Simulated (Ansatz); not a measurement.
The system is SBr3.

```xyz
4
Lattice="-1.9415 1.9415 8.1206 1.9415 -1.9415 8.1206 1.9415 1.9415 -8.1206" Properties=species:S:1:pos:R:3 pbc="T T T"
Br    0.0000    0.0000    8.1206
Br    1.9415    0.0000    4.0603
Br    0.0000    1.9415    4.0603
S     0.0000    0.0000    0.0000
```

The cell comes from a database or a generator and needn't be the stable form of this composition.

* Program: Ansatz 0.2.0
* Task: relaxation of cell and atoms
* Functional: r2SCAN
* Dispersion: rVV10
* Potentials or basis: Ansatz PAW
* Cutoff: 500 eV (not typed: the program's choice for these potentials)
* k mesh: 10 × 10 × 10
* Occupations: fermi-dirac, width 0.05 eV
* Spin: no spin polarisation

At the start: volume 30.61 Å³/atom.

How do energy, volume and symmetry change on relaxing?

It ends after 6 steps and the volume is 25.76 Å³/atom (-15.8 %); space group I4/mmm (No. 139, to 0.05 Å).

Step by step:
```csv
step,energy change (eV),largest force (eV/Å),volume (Å³)
1,0.0000,0.0000,122.44
2,-0.0673,0.0000,113.66
3,-0.1192,0.0000,108.29
4,-0.1404,0.0000,102.61
5,-0.1404,0.0000,103.04
6,-0.1382,0.0000,103.04
```

Final structure:
```
Br S
1.0
    -1.92512    1.92512    6.95082
     1.92512   -1.92512    6.95082
     1.92512    1.92512   -6.95082
Br S
3 1
Direct
  0.50000 0.50000 0.00000
  0.25000 0.75000 0.50000
  0.75000 0.25000 0.50000
  0.00000 0.00000 0.00000
```

Caveat: the volume moved by over 15 % at a fixed basis, so the end points are rough; the plane-wave basis is chosen anew once the cell has moved, so the energies of steps on either side of that aren't comparable; an odd number of electrons without spin polarisation forces a metal; a magnetic or distorted state may lie lower; the PAW data sets come from PBE, with cores solved anew for the run's functional, which leaves a small shift of forces and pressure.
